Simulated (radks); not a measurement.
# Numerical settings for Ce

Aim: see which numerical settings matter for neutral cerium. Each run changes a setting or two against a run with the defaults. The defaults are a mesh step of 0.008 in ln r, a mesh end at 40 bohr or more, Anderson mixing 0.5 over 9 steps and a tight residual threshold, with the energy settled to 1e-9 hartree as well; every run has a cap on iterations.

Program: radks (a radial shooting solver on a logarithmic mesh, Libxc functionals) version 1. Level of theory: scalar-relativistic Kohn-Sham, BLYP, spin-polarised, spherical densities, point nucleus; open shells are filled with parallel spins first. These are calculated values, not measurements, unless marked.

**1. The atom as given**

| Property | Result |
| --- | --- |
| element | cerium (Z = 58) |
| charge | 0 |
| electrons | 58 |
| configuration | [Xe] 4f1 5d1 6s2 |

Outer shells as boxes (Hund's rule):

Ce
```
[Xe] core
4f [↑ ][  ][  ][  ][  ][  ][  ]
5d [↑ ][  ][  ][  ][  ]
6s [↑↓]
```

**2. Default settings**

Settings of this run:

```text
Z 58
configuration [Xe] 4f1 5d1 6s2
relativity scalar-relativistic
functional b88,lyp
spin polarised
nucleus point
c 137.035999084
max_iterations 78
```

On the command line:

```bash
python run_ks.py task.json out
```

This one command runs every case of the session in turn.

**3. Mesh step in ln r 0.08**

Settings, as their differences from step 2:

```diff
@@ -7,2 +7,3 @@
 c 137.035999084
+mesh_step 0.08
 max_iterations 78
```

**4. Mesh step in ln r 0.2**

Settings, as their differences from step 3:

```diff
@@ -7,3 +7,3 @@
 c 137.035999084
-mesh_step 0.08
+mesh_step 0.2
 max_iterations 78
```

**5. Mesh step in ln r 0.03**

Settings, as their differences from step 4:

```diff
@@ -7,3 +7,3 @@
 c 137.035999084
-mesh_step 0.2
+mesh_step 0.03
 max_iterations 78
```

**6. Mesh end (bohr) 20**

Settings, as their differences from step 5:

```diff
@@ -7,3 +7,3 @@
 c 137.035999084
-mesh_step 0.03
+mesh_end 20
 max_iterations 78
```

**7. Mesh end (bohr) 2**

Settings, as their differences from step 6:

```diff
@@ -7,3 +7,3 @@
 c 137.035999084
-mesh_end 20
+mesh_end 2
 max_iterations 78
```

**8. Residual threshold 0.1**

Settings, as their differences from step 7:

```diff
@@ -7,3 +7,3 @@
 c 137.035999084
-mesh_end 2
+threshold 0.1
 max_iterations 78
```

**9. Residual threshold 1e-16**

Settings, as their differences from step 8:

```diff
@@ -7,3 +7,3 @@
 c 137.035999084
-threshold 0.1
+threshold 1e-16
 max_iterations 78
```

**10. Mixing 1.5**

Settings, as their differences from step 9:

```diff
@@ -7,3 +7,3 @@
 c 137.035999084
-threshold 1e-16
+mixing 1.5
 max_iterations 78
```

**11. Mixing history 1, mixing 0.05**

Settings, as their differences from step 10:

```diff
@@ -7,3 +7,4 @@
 c 137.035999084
-mixing 1.5
+history 1
+mixing 0.05
 max_iterations 78
```

**12. Mixing history 1, mixing 0.5**

Settings, as their differences from step 11:

```diff
@@ -8,3 +8,3 @@
 history 1
-mixing 0.05
+mixing 0.5
 max_iterations 78
```

**13. Mixing history 3**

Settings, as their differences from step 12:

```diff
@@ -7,4 +7,3 @@
 c 137.035999084
-history 1
-mixing 0.5
+history 3
 max_iterations 78
```

**14. Iteration cap 5**

Settings, as their differences from step 13:

```diff
@@ -7,3 +7,2 @@
 c 137.035999084
-history 3
-max_iterations 78
+max_iterations 5
```

Q: Predict the outcome of this session. Wanted: for each run, setting; iterations; converged; change of E.

The runs gave:

| setting | mesh points | iterations | converged | change of E (mhartree) | time |
| --- | --- | --- | --- | --- | --- |
| Default settings | 2728 | 14 | yes | 0 | 0.38 s |
| mesh step in ln r 0.08 | 273 | 4 | no | - | 0.03 s |
| mesh step in ln r 0.2 | 110 | 4 | no | - | 0.02 s |
| mesh step in ln r 0.03 | 728 | 14 | yes | +0.006353 | 0.13 s |
| mesh end (bohr) 20 | 2390 | 14 | yes | +0.0002355 | 0.36 s |
| mesh end (bohr) 2 | 2102 | 13 | no | - | 0.44 s |
| residual threshold 0.1 | 2728 | 10 | yes | 0 | 0.3 s |
| residual threshold 1e-16 | 2728 | 78 | no | - | 0.97 s |
| mixing 1.5 | 2728 | 18 | yes | 0 | 0.5 s |
| mixing history 1, mixing 0.05 | 2728 | 78 | no | - | 1.7 s |
| mixing history 1, mixing 0.5 | 2728 | 30 | yes | 0 | 0.64 s |
| mixing history 3 | 2728 | 17 | yes | 0 | 0.42 s |
| iteration cap 5 | 2728 | 5 | no | - | 0.16 s |

**Reading.** A zero stands for a change under the printed digits. No run that converges misses the default energy by more than 1 mhartree. Not converged or rejected: mesh step in ln r 0.08; mesh step in ln r 0.2; mesh end (bohr) 2; residual threshold 1e-16; mixing history 1, mixing 0.05; iteration cap 5. A mesh that ends early acts as a hard wall.
